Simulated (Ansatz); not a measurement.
# ZrBr₄: a ladder of functionals and wavefunction methods

One table from this session's results is given with a row withheld; the runs are named, their logs left out.

The runs use Ansatz 0.2.0, Gaussian basis; functionals in def2-TZVPP, the program's frozen cores in correlated methods.

Levels to be run: LDA (SPW92), PBE-D4, revPBE-D4, BLYP-D4, r2SCAN-D4, B97M-V, PBE0-D4, B3LYP-D4, r2SCANh-D4, r2SCAN0-D4, HSE06-D4, BHLYP-D4, CAM-B3LYP-D4, LC-ωPBE, ωB97X-V, ωB97M-V, B2PLYP, PBE-QIDH; CCSD(T)/def2-SVP; CCSD(T)/def2-TZVPP; MP2/def2-QZVPP; extrapolation to the limit; RPA on PBE.

## Structure used throughout

All runs share one geometry, relaxed beforehand with PBE0-D4 in a triple-zeta def2 set. Zr takes the def2 core potential; no spin-orbit term is included.

SMILES `[Br][Zr]([Br])([Br])[Br]`, 5 atoms, charge 0, spin multiplicity 1.

Atoms are counted from 1 here; the program's logs count them from 0.

Bond lengths: Br1–Zr2 2.466 Å, Zr2–Br3 2.466 Å, Zr2–Br4 2.467 Å, Zr2–Br5 2.466 Å. Angles: Br1–Zr2–Br3 109.5°, Br1–Zr2–Br4 109.5°, Br1–Zr2–Br5 109.5°, Br3–Zr2–Br4 109.4°, Br3–Zr2–Br5 109.5°, Br4–Zr2–Br5 109.5°.

Geometry (Å):

```xyz
5
Br4Zr
Br   -1.2091   -0.4249    2.0962
Zr    0.0100   -0.0147   -0.0082
Br    2.2767   -0.9733    0.1540
Br   -1.1982   -1.0751   -1.8789
Br    0.1704    2.4144   -0.4045
```

The first run:

Contents of in.yaml:

```yaml
crystal:
  periodic: [false, false, false]
  atoms:
    - {symbol: Br, position_ang: [-1.209095, -0.424858, 2.096244]}
    - {symbol: Zr, position_ang: [0.010025, -0.014730, -0.008245]}
    - {symbol: Br, position_ang: [2.276746, -0.973325, 0.153965]}
    - {symbol: Br, position_ang: [-1.198191, -1.075104, -1.878942]}
    - {symbol: Br, position_ang: [0.170414, 2.414416, -0.404523]}
basis:
  gaussian: {orbitals: def2-TZVPP}
hamiltonian: {xc: lda}
output: {orbitals: {seedname: orbitals}}
```

Command:

```sh
$ ansatz run in.yaml --threads 2 --pin off --events-out ev --progress --plain --max-ram 32768MiB --backend cpu
```

Among the steps run: LDA; PBE-D4 (GGA); revPBE-D4 (GGA); BLYP-D4 (GGA); r2SCAN-D4 (meta-GGA); B97M-V (meta-GGA); B3LYP-D4 (hybrid); r2SCANh-D4 (hybrid); r2SCAN0-D4 (hybrid); HSE06-D4 (hybrid); BHLYP-D4 (hybrid); CAM-B3LYP-D4 (range-separated); LC-ωPBE (range-separated); ωB97X-V (range-separated); ωB97M-V (range-separated); B2PLYP (double hybrid); PBE-QIDH (double hybrid).

One of the session's tables, all rows but one given; the rest of the session is left out.

It belongs to the step «Frontier levels by functional». 

| functional | HOMO (eV) | LUMO (eV) | gap (eV) |
| --- | --- | --- | --- |
| LDA (SPW92) | -7.84 | -3.76 | 4.07 |
| PBE-D4 | -7.66 | -3.54 | 4.12 |
| revPBE-D4 | -7.60 | -3.47 | 4.13 |
| BLYP-D4 | -7.47 | -3.39 | 4.08 |
| r2SCAN-D4 | -8.03 | -3.47 | 4.55 |
| B97M-V | -8.06 | -3.38 | 4.68 |
| PBE0-D4 | -8.90 | -2.84 | 6.06 |
| B3LYP-D4 | -8.63 | -3.00 | 5.62 |
| r2SCANh-D4 | ? | ? | ? |
| r2SCAN0-D4 | -9.15 | -2.78 | 6.36 |
| HSE06-D4 | -8.51 | -3.21 | 5.30 |
| BHLYP-D4 | -9.97 | -1.93 | 8.05 |
| CAM-B3LYP-D4 | -10.17 | -1.81 | 8.36 |
| LC-ωPBE | -11.55 | -0.79 | 10.76 |
| ωB97X-V | -11.19 | -0.83 | 10.36 |
| ωB97M-V | -11.04 | -0.87 | 10.17 |

Estimate the missing values for r2SCANh-D4.

Worked estimate for «HOMO (eV)». Against the share of exact exchange, r2SCAN-D4 (0, -8.03), r2SCAN0-D4 (0.25, -9.15) give a slope of -4.48 per unit share; at 0.1 the line stands at -8.48.

**Answer.** HOMO (eV): -8.47; LUMO (eV): -3.20; gap (eV): 5.27. In «HOMO (eV)» the line misses by -0.01.
